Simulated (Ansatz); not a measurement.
Run this with the Python package of Ansatz (0.2.0) and show what comes out.

Script `energy.py`:
```python
"""Single point of C3H6BS(-)."""

import json

import ansatz as az
from ase import Atoms

BASIS = "def2-SVP"
XC = "pbe0"
VDW = "d3bj"
CHARGE = -1

atoms = Atoms(["B", "S", "C", "C", "C", "H", "H", "H", "H", "H", "H"], positions=[
    [1.7686, -0.0234, 0.4332],
    [0.3464, 0.8599, 1.3365],
    [-0.7784, 0.9501, -0.0982],
    [-1.415, -0.3501, -0.3271],
    [-1.938, -1.4197, -0.5161],
    [1.3978, -1.0765, 0.0177],
    [2.6646, -0.2024, 1.197],
    [2.1573, 0.6504, -0.4692],
    [-0.2377, 1.2736, -1.0125],
    [-1.5689, 1.697, 0.1204],
    [-2.3967, -2.3589, -0.6818],
])
mol = az.Crystal.molecule_from_ase(atoms)

model = (
    mol.calculation()
    .basis(gaussian=BASIS)
    .functional(XC, dispersion=VDW)
    .charge(CHARGE)
)
r = model.session().plan(threads=1).execute().report

print("reference energy %16.6f eV" % r["reference_energy_ev"])
print("total energy     %16.6f eV" % r["free_energy_ev"])
print("occupied orbitals outside the frozen core (up, down):", r["n_occupied"], " frozen:", r["n_frozen"], " virtual:", r["n_virtual"])

state = r["mean_field"]["state"]
print(f"mean field: {state['energy']['hartree']:.7f} Ha, <S^2> = {abs(state['spin_squared']):.4f}, stability: {state.get('stability', {}).get('kind')}")
with open("c3h6bs.json", "w") as handle:
    json.dump({k: r[k] for k in ("free_energy_ev", "reference_energy_ev", "n_occupied", "n_virtual")}, handle, indent=1)
```

```console
$ python energy.py
reference energy    -14704.515539 eV
total energy        -14704.734938 eV
occupied orbitals outside the frozen core (up, down): [23, 23]  frozen: 0  virtual: [81, 81]
mean field: -540.3809790 Ha, <S^2> = 0.0000, stability: minimum
```

`c3h6bs.json`, as written:
```json
{
 "free_energy_ev": -14704.734937854146,
 "reference_energy_ev": -14704.51553905821,
 "n_occupied": [
  23,
  23
 ],
 "n_virtual": [
  81,
  81
 ]
}
```

Notes:
- Total energies depend on the basis set; only differences at equal settings carry meaning.
- The geometry is a force-field or estimated start, not a minimum of this method, and the basis set is short of its limit.
- Total less reference energy is the dispersion correction.
- Anions want diffuse functions, which this basis lacks.
- It ran for 3.1 s on 1 thread of Intel(R) Xeon(R) Platinum 8488C (Sapphire Rapids), on a shared host, peak memory 0.26 GiB.

(A comment or docstring line of the script was reworded after the run, the code is as it ran; lines on the test bed's own set-up are left out of the output.)
